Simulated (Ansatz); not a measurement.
# LuIO: the cost of one run

Program: Ansatz 0.2.0 through its Python package. Level of theory: DFT LDA, plane waves, PAW. These are calculated values, not measurements.

## Step 1: The system

Symmetry: P4/nmm, No. 129, tetragonal system. The conventional cell has a = 3.858 Å, b = 3.858 Å, c = 9.189 Å, α = 90.00°, β = 90.00°, γ = 90.00°. Around Lu (site symmetry 4mm) lie 4 O at 2.20 Å. Around I (site symmetry 4mm) lie 4 Lu at 3.31 Å. O (site symmetry -4m2) is surrounded by 4 Lu at 2.20 Å.

No structure file is read: the coordinates are typed or built in the script.

## Step 2: Script

File run_strain.py:

```python
"""Energy of LuIO under biaxial strain, ions carried with the cell."""

from dataclasses import dataclass
import warnings

import ansatz as az
import matplotlib.pyplot as plt
import numpy as np


@dataclass(frozen=True)
class Options:
    functional: str = "lda"
    smearing: str = "fermi_dirac"
    smearing_width: float = 0.05
    kmesh: tuple[int, ...] = (6, 6, 2)


opts = Options()

vectors0 = np.array([
    [3.8585, 0.0, 0.0],
    [0.0, 3.8585, 0.0],
    [0.0, 0.0, 9.189],
])
sites = [
    ("Lu", [0.0, 0.5, 0.38386]),
    ("Lu", [0.5, 0.0, 0.61614]),
    ("I", [0.5, 0.0, 0.17918]),
    ("I", [0.0, 0.5, 0.82082]),
    ("O", [0.0, 0.0, 0.5]),
    ("O", [0.5, 0.5, 0.5]),
]


def on_lattice(cell):
    crystal = az.Crystal(lattice=az.Lattice.of(cell))
    for symbol, position in sites:
        crystal = crystal.atom(symbol, position)
    return crystal


def main() -> None:
    warnings.simplefilter("ignore", az.DeckWarning)

    # clamped ions: the fractional positions stay as typed
    values = np.linspace(-0.01, 0.01, 7)
    energies = []
    for d in values:
        strain = np.diag([d, d, 0])
        cell = vectors0 @ (np.eye(3) + strain)
        setup = on_lattice(cell).calculation()
        setup = setup.functional(opts.functional)
        setup = setup.basis(18 * az.Ha)
        setup = setup.occupations(opts.smearing, width=opts.smearing_width).kpoints(*opts.kmesh)
        setup = setup.stress()
        data = setup.run(threads=1).report
        energies.append(data["free_energy_ev"] / len(sites))
        s = data["stress_gpa"]
        print(f"d = {d:+.4f}  stress xx yy zz xy (GPa, compression positive): {s[0][0]:8.3f} {s[1][1]:8.3f} {s[2][2]:8.3f} {s[0][1]:8.3f}")
    energies = np.array(energies)

    for value, e in zip(values, energies):
        print(f"strain {value:7.3f}   E - Emin = {1000 * (e - energies.min()):9.3f} meV/atom")
    plt.figure(figsize=(4.5, 3))
    plt.plot(values, 1000 * (energies - energies.min()), "o-")
    plt.xlabel("strain")
    plt.ylabel("meV/atom")
    plt.tight_layout()
    plt.savefig("strain.png", dpi=100)
    curvature = 2 * np.polyfit(values, energies, 3)[1]
    volume = abs(np.linalg.det(vectors0)) / len(sites)
    print(f"d2E/dd2 over the volume: {curvature / volume * 160.21766:.1f} GPa")


if __name__ == "__main__":
    main()
```

## Step 3: What the engine is handed

The engine receives this input (first run):

```yaml
crystal:
  lattice:
    - [3.819915, 0.0, 0.0]
    - [0.0, 3.819915, 0.0]
    - [0.0, 0.0, 9.189]
  atoms:
    - { symbol: Lu, position: [0.0, 0.5, 0.38386] }
    - { symbol: Lu, position: [0.5, 0.0, 0.61614] }
    - { symbol: I, position: [0.5, 0.0, 0.17918] }
    - { symbol: I, position: [0.0, 0.5, 0.82082] }
    - { symbol: O, position: [0.0, 0.0, 0.5] }
    - { symbol: O, position: [0.5, 0.5, 0.5] }
basis:
  ecutwfc: 489.804952427784
kpoints:
  mp_grid:
    grid: [6, 6, 2]
hamiltonian:
  xc: lda
scf:
  occupations:
    method: fermi_dirac
    width: 0.05
output:
  stress: true
```

## Step 4: The run

Started as:

```bash
python run_strain.py
```

What time and memory should one allow on 1 thread of Arm Neoverse V1, shared host?

About 1.7 min, with a peak of 0.59 GiB.
